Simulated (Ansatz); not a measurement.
What does this script print? It uses Ansatz 0.2.0, Python API.

The script, `bde_ch5nsi.py`:
```python
import ansatz as az
from ase import Atoms

BASIS = "def2-TZVP"
FUNCTIONAL = "r2scan0"


def energy(molecule, charge=0, unpaired=0):
    calc = (
        molecule.calculation()
        .basis(gaussian=BASIS)
        .functional(FUNCTIONAL)
    )
    if charge:
        calc = calc.charge(charge)
    if unpaired:
        calc = calc.spin("collinear", total=unpaired)
    return calc.run(threads=1).report["free_energy_ev"]

def without(molecule, index):
    rest = az.Crystal.molecule()
    for i, site in enumerate(molecule.cartesian_sites):
        if i != index:
            rest = rest.atom(site.symbol, site.position_ang)
    return rest

atoms = Atoms(["C", "N", "Si", "H", "H", "H", "H", "H"], positions=[
    (-0.8372, 0.4809, -1.0172),
    (-0.6071, -0.5955, -0.4596),
    (0.5915, -0.5317, 0.7574),
    (-1.5834, 0.5554, -1.8202),
    (-0.4116, 1.492, -0.815),
    (0.1745, 0.426, 1.821),
    (1.8941, -0.0114, 0.1574),
    (0.8713, -1.8728, 1.3205),
])
molecule = az.Crystal.molecule_from_ase(atoms)

whole = energy(molecule, 0)
hydrogen = energy(az.Crystal.molecule().atom("H", (0, 0, 0)), 0, 1)
print(f"E(molecule) = {whole:.5f} eV, E(H) = {hydrogen:.5f} eV")
for index in [4, 7]:
    radical = energy(without(molecule, index), 0, 1)
    print(f"H{index}: homolysis {96.485332 * (radical + hydrogen - whole):.1f} kJ/mol")
    anion = energy(without(molecule, index), -1)
    print(f"H{index}: loss of a proton {96.485332 * (anion - whole):.1f} kJ/mol")
```

Output of `python bde_ch5nsi.py`:
```text
E(molecule) = -10483.74602 eV, E(H) = -13.60215 eV
H4: homolysis 394.3 kJ/mol
H4: loss of a proton 1710.7 kJ/mol
H7: homolysis 395.9 kJ/mol
H7: loss of a proton 1671.7 kJ/mol
```

What to keep in mind:
- Total energies depend on the basis set; only differences at equal settings carry meaning.
- The geometry is a force-field or estimated start, not a minimum of this method, and the basis set is short of its limit. All parts are taken at fixed geometry, without zero-point energy.
- Anions want diffuse functions, which this basis lacks.
- Hardware and time: 15 s on 1 thread of Intel(R) Xeon(R) 6975P-C (Granite Rapids), with other jobs on the host, peak memory 0.35 GiB.

(Lines on the test bed's own set-up are left out of the output.)
